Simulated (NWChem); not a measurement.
# GaHSF2 (SMILES [F][Ga]([F])[SH]): levels of theory compared

Aim: a comparison of 4 runs (HF/STO-3G, HF/3-21G, B3LYP/6-31G*) of GaHSF2. 

The results are computed with NWChem 7.3.0.

**1. Starting point**

The species is GaHSF2 (5 atoms), meant as a singlet with charge 0. SMILES: `[F][Ga]([F])[SH]`. The coordinates come from a PBE0-D4/def2-TZVP relaxation.

Bond lengths: F1–Ga2 1.736 Å, Ga2–F3 1.739 Å, Ga2–S4 2.163 Å, S4–H5 1.345 Å. Angles: F1–Ga2–F3 115.1°, F1–Ga2–S4 122.4°, F3–Ga2–S4 122.5°, Ga2–S4–H5 91.6°.

**2. Energy and gradient at HF/STO-3G (run 1)**

The input, m1.nw:

```
start m1
memory total 2200 mb

geometry units angstrom noautosym nocenter noautoz
  F     -0.326400    -1.486100     1.658600
  Ga     0.142700    -0.389000     0.397700
  F      1.855700    -0.271200     0.121400
  S     -1.298500     0.749200    -0.745600
  H     -0.323600     1.323500    -1.473600
end

basis "ao basis" spherical bse
  F library STO-3G
  Ga library STO-3G
  S library STO-3G
  H library STO-3G
end

scf
  thresh 1e-08
  maxiter 80
  print medium
end

task scf gradient
```

The run is started by

```
$ nwchem m1.nw > m1.out
```

What it wrote:

```text
[...]
  functions       =    38
[...]
  wavefunction    = RHF
[...]
         Total SCF energy =  -2490.755373711208
      One-electron energy =  -4225.821611448029
      Two-electron energy =   1369.378381228811
 Nuclear repulsion energy =    365.687856508010
        Time for solution =      3.0s
[...]
                         RHF ENERGY GRADIENTS
    atom               coordinates                        gradient
                 x          y          z           x          y          z
   1 F      -0.616807  -2.808322   3.134300   -0.020235  -0.039375   0.045532
   2 Ga      0.269664  -0.735103   0.751544   -0.018397   0.018232  -0.018792
   3 F       3.506765  -0.512494   0.229413    0.062466   0.006271  -0.012250
   4 S      -2.453809   1.415783  -1.408980   -0.035955   0.013216  -0.011527
   5 H      -0.611515   2.501052  -2.784700    0.012122   0.001657  -0.002963
[...]
```

It took 4.5 s on 1 thread of Intel Xeon 6975P-C (Granite Rapids), shared host; peak memory 0.096 GiB.

**3. Energy and forces at HF/3-21G (run 2)**

The input, f2gahs.xyz:

```xyz
5

F     -0.326400    -1.486100     1.658600
Ga     0.142700    -0.389000     0.397700
F      1.855700    -0.271200     0.121400
S     -1.298500     0.749200    -0.745600
H     -0.323600     1.323500    -1.473600
```

The input, f2gahs.nw:

```
start f2gahs
memory total 2200 mb
charge 0
geometry units angstrom noautosym nocenter noautoz
load f2gahs.xyz
end
basis spherical bse
* library 3-21G
end
scf
thresh 1e-08
maxiter 80
noprint "final vectors analysis"
end
task scf gradient
```

The run is started by

```
$ nwchem f2gahs.nw > f2gahs.out
```

What it wrote:

```text
[...]
  functions       =    55
[...]
  wavefunction    = RHF
[...]
         Total SCF energy =  -2507.941693740425
      One-electron energy =  -4228.819040177943
      Two-electron energy =   1355.189489929507
 Nuclear repulsion energy =    365.687856508010
        Time for solution =      2.3s
[...]
                         RHF ENERGY GRADIENTS
    atom               coordinates                        gradient
                 x          y          z           x          y          z
   1 F      -0.616807  -2.808322   3.134300   -0.010779  -0.020631   0.023878
   2 Ga      0.269664  -0.735103   0.751544   -0.038119   0.037035  -0.038037
   3 F       3.506765  -0.512494   0.229413    0.033509   0.002577  -0.005682
   4 S      -2.453809   1.415783  -1.408980    0.013109  -0.011954   0.012223
   5 H      -0.611515   2.501052  -2.784700    0.002280  -0.007027   0.007617
[...]
```

Wall time 3.9 s (1 thread of Intel Xeon 6975P-C (Granite Rapids), shared host); peak memory 0.096 GiB.

Run 3 isn't shown in full; the table further down has it.

**4. Energy and forces at B3LYP/6-31G(d) (Cartesian functions) (run 4)**

The input, f2gahs.nw:

```
start f2gahs
memory 2200 mb

geometry units angstroms noautosym nocenter noautoz
 F       -0.326400      -1.486100       1.658600
 Ga       0.142700      -0.389000       0.397700
 F        1.855700      -0.271200       0.121400
 S       -1.298500       0.749200      -0.745600
 H       -0.323600       1.323500      -1.473600
end

basis cartesian
 * library 6-31G*
end

dft
 xc b3lyp
 grid xfine
 convergence energy 1e-08
 maxiter 100
 mulliken
end

task dft gradient
```

The run is started by

```
$ nwchem f2gahs.nw > f2gahs.out
```

What it wrote:

```text
[...]
          Wavefunction type:  closed shell.
          No. of atoms     :     5
          No. of electrons :    66
[...]
          Charge           :     0
          Spin multiplicity:     1
[...]
          AO basis - number of functions:    86
[...]
              XC Information
              --------------
                         B3LYP Method XC Potential
                     Hartree-Fock (Exact) Exchange  0.200
                        Slater Exchange Functional  0.800 local
                    Becke 1988 Exchange Functional  0.720 non-local
              Lee-Yang-Parr Correlation Functional  0.810
                  VWN I RPA Correlation Functional  0.190 local
[...]
 d= 0,ls=0.0,diis     1  -2523.0823281144 -2.89D+03  2.59D-02  1.62D+00     2.3
[...]
 d= 0,ls=0.0,diis    10  -2523.2141917581 -3.80D-09  4.22D-07  3.55D-09    17.4
         Total DFT energy =    -2523.214191758102
      One electron energy =    -4241.854735172538
           Coulomb energy =     1475.142007676507
    Exchange-Corr. energy =     -122.189320770080
 Nuclear repulsion energy =      365.687856508010
[...]
      Total Density - Mulliken Population Analysis
     ---------------------------------------------
    Atom       Charge   Shell Charges
 -----------   ------   -------------------------------------------------------
    1 F    9     9.41   1.99  0.94  3.29  0.99  2.15  0.05
    2 Ga  31    30.23   2.00  1.99  6.00  1.95  5.99  1.01  1.07 -0.01  0.10  6.88  2.97  0.29
    3 F    9     9.41   1.99  0.94  3.29  0.99  2.15  0.05
    4 S   16    16.07   2.00  1.99  5.97  1.42  3.06  0.46  1.17  0.01
    5 H    1     0.87   0.50  0.37
[...]
  wavefunction    = closed shell
                         DFT ENERGY GRADIENTS
    atom               coordinates                        gradient
                 x          y          z           x          y          z
   1 F      -0.616807  -2.808322   3.134300    0.000750   0.002069  -0.002370
   2 Ga      0.269664  -0.735103   0.751544   -0.002681   0.003178  -0.003335
   3 F       3.506765  -0.512494   0.229413   -0.003297  -0.000321   0.000659
   4 S      -2.453809   1.415783  -1.408980    0.007245  -0.002875   0.002604
   5 H      -0.611515   2.501052  -2.784700   -0.002018  -0.002051   0.002441
[...]
```

Wall time 25 s (1 thread of Intel Xeon 6975P-C (Granite Rapids), shared host); peak memory 0.13 GiB.

**5. Overview of the runs**

| run | level | iteration cap | module | energy (Eh) | dipole moment (D) | largest force (eV/Å) | wall time |
| --- | --- | --- | --- | --- | --- | --- | --- |
| 1 | HF/STO-3G | 80 | scf | -2490.755374 | 1.10 | 3.289 | 4.5 s |
| 2 | HF/3-21G | 80 | scf | -2507.941694 | 1.70 | 3.361 | 3.9 s |
| 3 | B3LYP/6-31G* (spherical functions) | 100 | dft | -2523.202639 | – | 0.454 | 25 s |
| 4 | B3LYP/6-31G* (Cartesian functions) | 100 | dft | -2523.214192 | 2.06 | 0.423 | 25 s |

**6. Summary of results**

```
                       quantity           value
            run 4: total energy  -2523.21419 Eh
           run 4: dipole moment          2.06 D
             run 4: HOMO energy        -8.21 eV
             run 4: LUMO energy        -1.97 eV
           run 4: HOMO–LUMO gap         6.24 eV
run 4: largest force on an atom      0.423 eV/Å
```

**Reading.** Over runs 1, 2, 4 the dipole moment (its size) runs from 1.10 D (HF/STO-3G) to 2.06 D (B3LYP/6-31G*). The two ends differ in method and basis. In run 1 the basis is minimal, so the values are rough. All runs together took 58 s, the longest 25 s.
